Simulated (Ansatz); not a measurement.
# Ca3AsP (Pm-3m) in Ansatz: convergence with k mesh

Aim: find how far k mesh must go before the results for Ca3AsP settle, at PBE. This setting moves, with any that are tied to it; all else stays.

Program: Ansatz 0.2.0. These are calculated values, not measurements. Logs are shortened: lines on timing, memory, paths and dates and some standing lists are left out, and cuts for length are marked.

### Step 1. Starting point

Symmetry: Pm-3m, No. 221, cubic system. The conventional cell has a = 5.334 Å, b = 5.334 Å, c = 5.334 Å, α = 90.00°, β = 90.00°, γ = 90.00°. Around As (site symmetry m-3m) lie 12 Ca at 3.77 Å. Ca (site symmetry 4/mmm) has 2 P at 2.67 Å as nearest neighbours. P (site symmetry m-3m) has 6 Ca at 2.67 Å as nearest neighbours.

The cell comes from a database or a generator and needn't be the stable form of this composition.

### Step 2. With k mesh 2 × 2 × 2

Contents of input.yaml:

```yaml
crystal:
  lattice:
    - [5.333899, 0.0, 0.0]
    - [0.0, 5.333899, 0.0]
    - [0.0, 0.0, 5.333899]
  atoms:
    - { symbol: As, position: [0.0, 0.0, 0.0] }
    - { symbol: Ca, position: [0.5, 0.5, 0.0] }
    - { symbol: Ca, position: [0.5, 0.0, 0.5] }
    - { symbol: Ca, position: [0.0, 0.5, 0.5] }
    - { symbol: P, position: [0.5, 0.5, 0.5] }
hamiltonian:
  xc: pbe
  pseudopotentials: { kind: paw }
kpoints:
  mp_grid: { grid: [2, 2, 2] }
scf:
  occupations: { method: methfessel_paxton, width: 0.05 }
output:
  forces: true
  stress: true
  eigenvalues: true
```

Potentials or basis: Ansatz PAW.

Command:

```bash
$ ansatz run input.yaml --threads 2 --pin off --max-ram 5632MiB --backend cpu --events-out ev --progress --plain --runs-dir out
```

The log of the run:

```text
Warning: RAYON_NUM_THREADS=2 ignored (pool sized by the plan → 2); use --threads N
Engine: ansatz 0.2.0, aarch64-unknown-linux-gnu
Pseudopotentials: kind: paw
Pseudopotential: As, paw, valence charge 15, recommended cutoff 420 eV (normal), As.paw.azcp
Pseudopotential: Ca, paw, valence charge 10, recommended cutoff 420 eV (normal), Ca.paw.azcp
Pseudopotential: P, paw, valence charge 5, recommended cutoff 420 eV (normal), P.paw.azcp
Functional definition: PBE
  parameter kappa = 0.804
  parameter beta = 0.06672455060314922
  exchange = pbe_x(kappa = kappa, mu = beta*pi^2/3)
  correlation = pbe_c(beta = beta)
Crystal: 5 atoms, lattice volume = 151.752 Å³
Basis set: ecut = 420 eV, 2945 PW (Γ), exchange–correlation on 72×72×72 points (8 copies of the dense FFT grid, shifted against one another)
Bands: 30, of which v1, the nominal top of the filled ones, is band 25 counted from 1 (24 counted from 0)
Symmetry: 48 space group operations
Space group: Pm-3m (ITA 221), of the structure as read, at distance tolerance 5.3e-5 Å
k-points: 4 of 8
Non-local potential: As, projectors of the file, l = 0: 2, l = 1: 2, l = 2: 3, l = 3: 1
Non-local potential: Ca, projectors of the file, l = 0: 3, l = 1: 2, l = 2: 2
Non-local potential: P, projectors of the file, l = 0: 2, l = 1: 2, l = 2: 2
PAW form: soft (Blöchl's): semilocal exchange-correlation on the pseudo side does not see the compensation charge
PAW one-centre angular grid: As, 590 points (default); XC on 64 Gauss nodes
[... 17 lines left out ...]
Stability not checked: this state was not tested for a lower state beside it, because cold or Methfessel-Paxton smearing, or corrected tetrahedra, fill the levels in a way that the test cannot read (fill_not_monotonic; see scf.lower_state_search)
Free energy (F): -11066.161365 eV
Harris-Foulkes:  -11066.161365 eV  (|F-HF|=3.53e-10)
Internal energy: -11066.163612 eV  (E = F + TS)
E sigma→0 (E₀):  -11066.161927 eV
Entropy (-TS):   0.002247 eV (0.449 meV/atom)
Fermi energy:    6.163370 eV
Step filling:    the computed levels leave a gap of 0.1036 eV = 2.1 smearing widths at the electron count; against every level under it full and every level over it empty, smearing changes F+E_penalty+E_count by +1.342 meV and its σ→0 estimate by +0.780 meV
--- Per-component energies (eV) ---
  E_band       = -746.001125
  E_kinetic    = 1007.533371
  E_local      = -4532.919041  (includes V_loc(G=0)·N_el)
  E_nonlocal   = -444.831652
  E_hartree    = 1924.112612
  E_xc         = -552.561263
  E_vxc        = -653.682384  (∫ρ·V_xc dr)
  E_paw        = -4980.409245  (= ΣΔE_a)
  E_vpaw       = 29.676991  (= ΣTr[D̂ρ^β])
  E_aug_tail   = -0.000009  (compensation charges beyond the density's cutoff)
  E_ewald      = -3487.088386
  E_smearing   = 0.002247  (= −TS)
  E_closure    = -0.000000  (closes the sum)
  Σ components = -11066.161365   (vs F -11066.161365, Δ=0.00e0)
--- Forces (eV/Å), atoms counted from 1 ---
  atom   1  As     0.00000000     0.00000000     0.00000000
  atom   2  Ca     0.00000000     0.00000000     0.00000000
  atom   3  Ca     0.00000000    -0.00000000     0.00000000
  atom   4  Ca     0.00000000     0.00000000     0.00000000
  atom   5  P      0.00000000     0.00000000     0.00000000
  max |Σ_I F_I| component: 8.90e-24 eV/Å
--- Stress (GPa, compression-positive) ---
        0.496074       0.000000       0.000000
        0.000000       0.496074       0.000000
        0.000000       0.000000       0.496074
  P = ⅓ Tr σ = 0.4961 GPa (4.961 kbar)
--- Band table (eV) ---
  k-point 0: bands = ["-35.2367", "-35.2120", "-35.2120", "-28.1551", "-28.1551", "-28.1550", "-28.1550", "-28.1550", "-16.3366", "-16.3366", "-16.3366", "-16.2658", "-16.2658", "-16.2658", "-16.1661", "-16.1661", "-16.1661", "-3.9497", "-2.8049", "4.3073", "4.3073", "4.3073", "6.1183", "6.1183", "6.1183", "6.2219", "6.9041", "6.9041", "7.0608", "7.0608"]
  k-point 1: bands = ["-35.2285", "-35.2201", "-35.2120", "-28.1551", "-28.1551", "-28.1550", "-28.1550", "-28.1550", "-16.3082", "-16.3082", "-16.2923", "-16.2775", "-16.2775", "-16.2675", "-16.2290", "-16.1829", "-16.1829", "-3.5787", "-2.8003", "3.1772", "4.0308", "4.3175", "4.3175", "5.2931", "5.2931", "7.3311", "7.5168", "7.7881", "8.6227", "8.6227"]
  k-point 2: bands = ["-35.2202", "-35.2201", "-35.2201", "-28.1551", "-28.1550", "-28.1550", "-28.1550", "-28.1550", "-16.3376", "-16.3226", "-16.2796", "-16.2796", "-16.2773", "-16.2773", "-16.2208", "-16.2140", "-16.1327", "-3.2448", "-2.7361", "2.7155", "2.7155", "4.1260", "4.9572", "4.9572", "5.3398", "7.8648", "7.8648", "7.9547", "8.1409", "8.8040"]
  k-point 3: bands = ["-35.2200", "-35.2200", "-35.2200", "-28.1551", "-28.1551", "-28.1550", "-28.1550", "-28.1550", "-16.4138", "-16.3371", "-16.3371", "-16.3371", "-16.2207", "-16.2207", "-16.2207", "-16.1326", "-16.1326", "-2.9012", "-2.7150", "2.8209", "2.8209", "2.8209", "4.7117", "4.7117", "4.7117", "8.1637", "8.1637", "8.1637", "8.4373", "8.9305"]
```

Wall time 0.88 s (2 threads of Arm Neoverse V2, shared host); peak memory 0.35 GiB.

Results:

| Quantity | Value |
| --- | --- |
| Free energy | -11066.1614 eV |
| Pressure | 0.5 GPa |
| Band gap on the k mesh | 0.10 eV, direct |

### Step 3. With k mesh 3 × 3 × 3

input.yaml: that of step 2 with these lines changed.

```diff
@@ -15,3 +15,3 @@
 kpoints:
-  mp_grid: { grid: [2, 2, 2] }
+  mp_grid: { grid: [3, 3, 3] }
 scf:
```

Potentials or basis: Ansatz PAW.

Command:

```bash
$ ansatz run input.yaml --threads 2 --pin off --max-ram 5632MiB --backend cpu --events-out ev --progress --plain --runs-dir out
```

Run time: 0.87 s. Hardware: 2 threads of Arm Neoverse V2, shared host; peak memory 0.35 GiB.

What came out:

```yaml
Free_energy: -11066.6984 eV
Pressure: -0.1 GPa
Band_gap_on_the_k_mesh: 0.17 eV, direct
```

### Step 4. With k mesh 4 × 4 × 4

input.yaml: that of step 3 with these lines changed.

```diff
@@ -15,3 +15,3 @@
 kpoints:
-  mp_grid: { grid: [3, 3, 3] }
+  mp_grid: { grid: [4, 4, 4] }
 scf:
```

Command:

```bash
$ ansatz run input.yaml --threads 2 --pin off --max-ram 5632MiB --backend cpu --events-out ev --progress --plain --runs-dir out
```

Wall time 1.5 s (2 threads of Arm Neoverse V2, shared host); peak memory 0.39 GiB.

What came out:

| Quantity | Value |
| --- | --- |
| Free energy | -11066.7524 eV |
| Pressure | -0.1 GPa |
| Band gap on the k mesh | 0.19 eV, direct |

### Step 5. With k mesh 5 × 5 × 5

input.yaml: that of step 4 with these lines changed.

```diff
@@ -15,3 +15,3 @@
 kpoints:
-  mp_grid: { grid: [4, 4, 4] }
+  mp_grid: { grid: [5, 5, 5] }
 scf:
```

Command:

```bash
$ ansatz run input.yaml --threads 2 --pin off --max-ram 5632MiB --backend cpu --events-out ev --progress --plain --runs-dir out
```

Run time: 1.5 s. Hardware: 2 threads of Arm Neoverse V2, shared host; peak memory 0.39 GiB.

Results (log left out):

- Free energy: -11066.7625 eV
- Pressure: -0.1 GPa
- Band gap on the k mesh: 0.19 eV, direct

### Step 6. With k mesh 6 × 6 × 6

input.yaml: that of step 5 with these lines changed.

```diff
@@ -15,3 +15,3 @@
 kpoints:
-  mp_grid: { grid: [5, 5, 5] }
+  mp_grid: { grid: [6, 6, 6] }
 scf:
```

Potentials or basis: Ansatz PAW.

Command:

```bash
$ ansatz run input.yaml --threads 2 --pin off --max-ram 5632MiB --backend cpu --events-out ev --progress --plain --runs-dir out
```

Wall time 2.6 s (2 threads of Arm Neoverse V2, shared host); peak memory 0.41 GiB.

The run converged. Its results:

- Free energy: -11066.7651 eV
- Pressure: -0.1 GPa
- Band gap on the k mesh: 0.19 eV, direct

### Step 7. With k mesh 7 × 7 × 7

input.yaml: that of step 6 with these lines changed.

```diff
@@ -15,3 +15,3 @@
 kpoints:
-  mp_grid: { grid: [6, 6, 6] }
+  mp_grid: { grid: [7, 7, 7] }
 scf:
```

Command:

```bash
$ ansatz run input.yaml --threads 2 --pin off --max-ram 5632MiB --backend cpu --events-out ev --progress --plain --runs-dir out
```

Wall time 2.6 s (2 threads of Arm Neoverse V2, shared host); peak memory 0.41 GiB.

It converged, with:

```
Free energy            : -11066.7660 eV
Pressure               : -0.1 GPa
Band gap on the k mesh : 0.19 eV, direct
```

### Step 8. With k mesh 8 × 8 × 8

input.yaml: that of step 7 with these lines changed.

```diff
@@ -15,3 +15,3 @@
 kpoints:
-  mp_grid: { grid: [7, 7, 7] }
+  mp_grid: { grid: [8, 8, 8] }
 scf:
```

Command:

```bash
$ ansatz run input.yaml --threads 2 --pin off --max-ram 5632MiB --backend cpu --events-out ev --progress --plain --runs-dir out
```

Wall time 4.3 s (2 threads of Arm Neoverse V2, shared host); peak memory 0.45 GiB.

Results (log left out):

| Item | Value |
| --- | --- |
| Free energy | -11066.7664 eV |
| Pressure | -0.1 GPa |
| Band gap on the k mesh | 0.19 eV, direct |

### Step 9. Summary

```tsv
k mesh	energy less the tightest run, at zero smearing (meV/atom)	pressure (GPa)	gap on the mesh (eV)	SCF cycles	CPU time (s)	peak memory (GiB)
2 × 2 × 2	120.90	0.50	0.104	8	1.6	0.35
3 × 3 × 3	13.59	-0.07	0.175	7	1.6	0.35
4 × 4 × 4	2.79	-0.10	0.185	6	2.8	0.39
5 × 5 × 5	0.78	-0.10	0.188	7	2.9	0.39
6 × 6 × 6	0.26	-0.10	0.189	7	5	0.41
7 × 7 × 7	0.08	-0.10	0.189	7	5.1	0.41
8 × 8 × 8	0.00	-0.09	0.189	7	8.5	0.45
```

Against the tightest run, the energy stays within 1 meV/atom from 5 × 5 × 5 on; the pressure stays within 0.1 GPa from 3 × 3 × 3 on; the gap on the mesh stays within 0.01 eV from 4 × 4 × 4 on. Meshes of other sizes hit other points, so gaps and Fermi surfaces needn't settle smoothly. The tightest run that finished is the yardstick and may itself not be fully converged.
